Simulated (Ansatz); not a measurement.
# Sr2ZrO3: the cost of one run

Computed with Ansatz 0.2.0 (DFT PBE, scalar-relativistic, plane waves, PAW, unless a step's input says otherwise).

## (1) Starting point

It takes space group R-3m (No. 166, trigonal). The conventional cell has a = 5.472 Å, b = 5.472 Å, c = 11.551 Å, α = 90.00°, β = 90.00°, γ = 120.00°. Sr (site symmetry 3m) has 9 O at 2.83 to 3.12 Å and 4 Sr at 3.00 to 3.27 Å and 3 Zr at 3.19 Å as nearest neighbours. Zr (site symmetry -3m) is surrounded by 6 O at 2.49 Å. O (site symmetry 2/m) is surrounded by 2 Zr at 2.49 Å and 6 Sr at 2.83 to 3.12 Å.

As a file:

```
Sr Zr O
1.0
     2.73619    1.57974    3.85050
    -2.73619    1.57974    3.85050
     0.00000   -3.15948    3.85050
Sr Zr O
2 1 3
Direct
  0.62980 0.62980 0.62980
  0.37020 0.37020 0.37020
  0.00000 0.00000 0.00000
  0.00000 0.00000 0.50000
  0.50000 0.00000 0.00000
  0.00000 0.50000 0.00000
```

A structure generator made this guess: species swapped into a database cell of Er2GeRh3 (R-3m, No. 166), with Sr on the Er sites, Zr on the Ge sites and O on the Rh sites. The dimensions are guesses.

## (2) Probe: one point on a coarse mesh

Contents of input.yaml:

```yaml
crystal:
  lattice:
    - [2.73619163, 1.57974097, 3.85049728]
    - [-2.73619163, 1.57974097, 3.85049728]
    - [0.0, -3.15948194, 3.85049728]
  atoms:
    - { symbol: Sr, position: [0.62979561, 0.62979561, 0.62979561] }
    - { symbol: Sr, position: [0.37020439, 0.37020439, 0.37020439] }
    - { symbol: Zr, position: [0.0, 0.0, 0.0] }
    - { symbol: O, position: [0.0, 0.0, 0.5] }
    - { symbol: O, position: [0.5, 0.0, 0.0] }
    - { symbol: O, position: [0.0, 0.5, 0.0] }
basis:
  ecutwfc: 420
kpoints:
  mp_grid: { grid: [6, 6, 6] }
hamiltonian:
  xc: pbe
scf:
  occupations: { method: gaussian, width: 0.1 }
  lower_state_search: "off"
output:
  forces: true
  stress: true
  eigenvalues: true
```

Launch:

```sh
$ ansatz run input.yaml --threads 1 --pin off --max-ram 2560MiB --backend cpu --events-out ev --progress --plain --runs-dir out
```

**Question.** How long does this run take on 1 thread of Intel Xeon Platinum 8259CL at 2.50GHz (Skylake/Cascade Lake), shared host, and how much memory does it need?

About 9.4 s, with a peak of 0.46 GiB.
